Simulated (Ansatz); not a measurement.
Turn this script for Ansatz 0.2.0, Python API into the input file that the command-line program reads.

Notebook, run cell by cell (the value of a cell's last expression is shown):

```python
import ansatz as az
from ase import Atoms
import numpy as np
```

```python
atoms = Atoms(["N", "Si", "N", "Si", "N", "Si", "H", "H", "H", "H", "H", "H", "H", "H", "H"], positions=[
    (0.4415, 1.2011, -1.2555),
    (-0.8046, 1.5528, -0.0151),
    (-1.7584, 0.0767, 0.3403),
    (-0.6299, -1.1616, 0.9771),
    (0.6063, -1.5544, -0.2594),
    (1.5324, -0.0565, -0.5914),
    (-0.0521, 0.7759, -2.0718),
    (-1.7069, 2.5955, -0.5243),
    (-0.1634, 2.0442, 1.215),
    (-2.1192, -0.2805, -0.5724),
    (0.0206, -0.6659, 2.2008),
    (-1.3859, -2.379, 1.3047),
    (1.2708, -2.2283, 0.1819),
    (2.5843, -0.3499, -1.5753),
    (2.1647, 0.4299, 0.6455),
])
mol = az.Crystal.molecule_from_ase(atoms)

calculation = mol.calculation().basis(gaussian="def2-SVP").functional("b3lyp").forces()
result = calculation.run()
r = result.report
```

    

```python
r["free_energy_ev"]
```

    -28243.358207776768

```python
for key in ("converged", "free_energy_ev", "reference_energy_ev", "n_frozen", "n_occupied", "n_virtual"):
    print(f"{key:22s} {r[key]}")
```

    converged              True
    free_energy_ev         -28243.358207776768
    reference_energy_ev    -28243.358207776768
    n_frozen               0
    n_occupied             [36, 36]
    n_virtual              [105, 105]

```python
field = r["mean_field"]
print("<S^2> =", round(abs(field["state"]["spin_squared"]), 4), " relativity:", field["relativity"])
print("passes:", field["passes"])
if "symmetry" in field:
    print("occupied orbitals by irrep:", field["symmetry"]["occupied"])

symbols = [site.symbol for site in mol.cartesian_sites]
forces = np.array(r["forces_ev_ang"])
print("largest force", round(float(np.linalg.norm(forces, axis=1).max()), 4), "eV/A, rms", round(float(np.sqrt((forces ** 2).mean())), 4))

charges = r["charge_distribution"]
print("dipole moment", round(4.803205 * float(np.linalg.norm(charges["dipole_moment_e_ang"])), 3), "D")
print("Mulliken:", [(s, round(q, 3)) for s, q in zip(symbols, charges["mulliken_charges_e"])])
```

    <S^2> = 0.0  relativity: none
    passes: {'evaluations': 16, 'products': 12}
    occupied orbitals by irrep: [{'A': 36}, {'A': 36}]
    largest force 1.4394 eV/A, rms 0.5251
    dipole moment 1.297 D
    Mulliken: [('N', -0.506), ('Si', 0.56), ('N', -0.506), ('Si', 0.56), ('N', -0.518), ('Si', 0.56), ('H', 0.14), ('H', -0.098), ('H', -0.082), ('H', 0.14), ('H', -0.095), ('H', -0.099), ('H', 0.141), ('H', -0.099), ('H', -0.095)]

`input.yaml`:
```yaml
crystal:
  periodic: [false, false, false]
  atoms:
    - { symbol: "N", position_ang: [0.4415, 1.2011, -1.2555] }
    - { symbol: Si, position_ang: [-0.8046, 1.5528, -0.0151] }
    - { symbol: "N", position_ang: [-1.7584, 0.0767, 0.3403] }
    - { symbol: Si, position_ang: [-0.6299, -1.1616, 0.9771] }
    - { symbol: "N", position_ang: [0.6063, -1.5544, -0.2594] }
    - { symbol: Si, position_ang: [1.5324, -0.0565, -0.5914] }
    - { symbol: H, position_ang: [-0.0521, 0.7759, -2.0718] }
    - { symbol: H, position_ang: [-1.7069, 2.5955, -0.5243] }
    - { symbol: H, position_ang: [-0.1634, 2.0442, 1.215] }
    - { symbol: H, position_ang: [-2.1192, -0.2805, -0.5724] }
    - { symbol: H, position_ang: [0.0206, -0.6659, 2.2008] }
    - { symbol: H, position_ang: [-1.3859, -2.379, 1.3047] }
    - { symbol: H, position_ang: [1.2708, -2.2283, 0.1819] }
    - { symbol: H, position_ang: [2.5843, -0.3499, -1.5753] }
    - { symbol: H, position_ang: [2.1647, 0.4299, 0.6455] }
basis:
  gaussian: { orbitals: def2-SVP }
hamiltonian:
  xc: b3lyp
output:
  forces: true
```

Launched from the shell:
```console
$ ansatz run input.yaml --threads 1 --pin off --max-ram 4096MiB --backend cpu --events-out ev --progress --plain --runs-dir out
Engine: ansatz 0.2.0, aarch64-unknown-linux-gnu
Functional definition: B3LYP
  parameter a0 = 0.2
  parameter ax = 0.72
  parameter ac = 0.81
  exchange = (1 - a0 - ax)*slater_x + ax*b88_x + a0*exact_x
  correlation = (1 - ac)*vwn_rpa_c + ac*lyp_c
1389 factors; integrals over basis functions are off by at most 1.1e-3 eV
mean field evaluation 1: about -28228.7448 eV, gradient 8.6e1 eV
mean field evaluation 2: about -28204.3019 eV, gradient 1.3e2 eV
mean field evaluation 4: about -28243.2647 eV, gradient 3.2e0 eV
mean field evaluation 8: about -28243.3574 eV, gradient 4.4e-1 eV
mean field evaluation 16: about -28243.3579 eV, gradient 3.5e-5 eV
mean field -28243.35789837 eV, -1037.9242587296 hartree, gradient 3.5e-5 eV, S^2 0.000000; 0 other end points of the search recorded, 0 dependent functions left out
the calculation of the forces begins
reference -28243.35820778 eV, -1037.9242701000 hartree; 36, 36 occupied and 105, 105 virtual orbitals, 1389 factors
Total energy: -28243.35820778 eV, -1037.9242701000 hartree
Atom 0 at     0.441500     1.201100    -1.255500 Å, force    -0.394363    -1.114307     0.821349 eV/Å
Atom 1 at    -0.804600     1.552800    -0.015100 Å, force    -0.599141     0.109297    -0.750179 eV/Å
Atom 2 at    -1.758400     0.076700     0.340300 Å, force     1.349776    -0.221496    -0.445095 eV/Å
Atom 3 at    -0.629900    -1.161600     0.977100 Å, force    -0.805548    -0.477409    -0.650600 eV/Å
Atom 4 at     0.606300    -1.554400    -0.259400 Å, force     0.487200     0.613744     1.103041 eV/Å
Atom 5 at     1.532400    -0.056500    -0.591400 Å, force    -0.162349    -0.146521    -1.117821 eV/Å
Atom 6 at    -0.052100     0.775900    -2.071800 Å, force     0.514081     0.552119     0.349257 eV/Å
Atom 7 at    -1.706900     2.595500    -0.524300 Å, force    -0.243971     0.216422    -0.183816 eV/Å
Atom 8 at    -0.163400     2.044200     1.215000 Å, force     0.195569    -0.093462     0.203880 eV/Å
Atom 9 at    -2.119200    -0.280500    -0.572400 Å, force    -0.093104     0.241459     0.790241 eV/Å
Atom 10 at     0.020600    -0.665900     2.200800 Å, force     0.006264     0.301047     0.344523 eV/Å
Atom 11 at    -1.385900    -2.379000     1.304700 Å, force    -0.155041    -0.350146     0.068625 eV/Å
Atom 12 at     1.270800    -2.228300     0.181900 Å, force    -0.482148     0.147613    -0.560820 eV/Å
Atom 13 at     2.584300    -0.349900    -1.575300 Å, force     0.275728    -0.130784    -0.244032 eV/Å
Atom 14 at     2.164700     0.429900     0.645500 Å, force     0.107048     0.352425     0.271445 eV/Å
Dipole moment:     0.057331    -0.246358    -0.094705 e Å
```

Notes:
- Total energies depend on the basis set; only differences at equal settings carry meaning.
- The geometry is a force-field or estimated start, not a minimum of this method, and the basis set is short of its limit.
- b3lyp holds the VWN-RPA fit, as in Gaussian; the form of ORCA and Turbomole is b3lyp5.
- Timing: 18 s on 1 thread of Arm Neoverse N1 (shared host), peak memory 0.42 GiB.

(Lines on the test bed's own set-up are left out of the output.)
